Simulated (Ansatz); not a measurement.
# Cl4Ti: the cost of one run

Program: Ansatz 0.2.0. Level of theory: the levels named in each step. These are calculated values, not measurements.

## (1) The structure to begin with

Bond lengths: Cl1–Ti2 2.111 Å, Ti2–Cl3 2.111 Å, Ti2–Cl4 2.111 Å, Ti2–Cl5 2.111 Å. Angles: Cl1–Ti2–Cl3 109.5°, Cl1–Ti2–Cl4 109.5°, Cl1–Ti2–Cl5 109.5°, Cl3–Ti2–Cl4 109.5°, Cl3–Ti2–Cl5 109.5°, Cl4–Ti2–Cl5 109.5°.

Coordinates:

```xyz
5

Cl    1.8265   -0.7774    0.7187
Ti   -0.0002    0.0003    0.0002
Cl   -1.0201   -1.4929   -1.0898
Cl   -1.1905    0.6197    1.6295
Cl    0.3840    1.6510   -1.2584
```

## (2) A rough first relaxation, PBE-D4/def2-SVP

This run stands in another session on the same molecule. It ended at:

```xyz
5

Cl    1.8798   -0.7999    0.7396
Ti   -0.0001    0.0001    0.0001
Cl   -1.0500   -1.5364   -1.1213
Cl   -1.2256    0.6377    1.6772
Cl    0.3955    1.6993   -1.2951
```

## (3) Relaxation, r2SCAN-D4/def2-TZVPP

input.yaml

```yaml
crystal:
  periodic: [false, false, false]
  atoms:
    - { symbol: Cl, position_ang: [1.87979953, -0.79993059, 0.73955404] }
    - { symbol: Ti, position_ang: [-7.339e-05, 0.00014738, 6.226e-05] }
    - { symbol: Cl, position_ang: [-1.05000367, -1.53640213, -1.1213461] }
    - { symbol: Cl, position_ang: [-1.22555769, 0.63768232, 1.67715344] }
    - { symbol: Cl, position_ang: [0.39546523, 1.69925302, -1.29511364] }
basis:
  gaussian: { orbitals: def2-TZVPP }
hamiltonian:
  xc: r2scan
  dispersion: d4
relax:
  f_tol: 0.002
  max_steps: 150
```

The run is started by

```bash
ansatz run input.yaml --threads 4 --pin off --max-ram 10240MiB --backend cpu --events-out ev --progress --plain --runs-dir out
```

**Question.** How long does this run take on 4 threads of Intel Xeon at 2.70GHz, shared host, and how much memory does it need?

About 15 s, with a peak of 0.47 GiB.
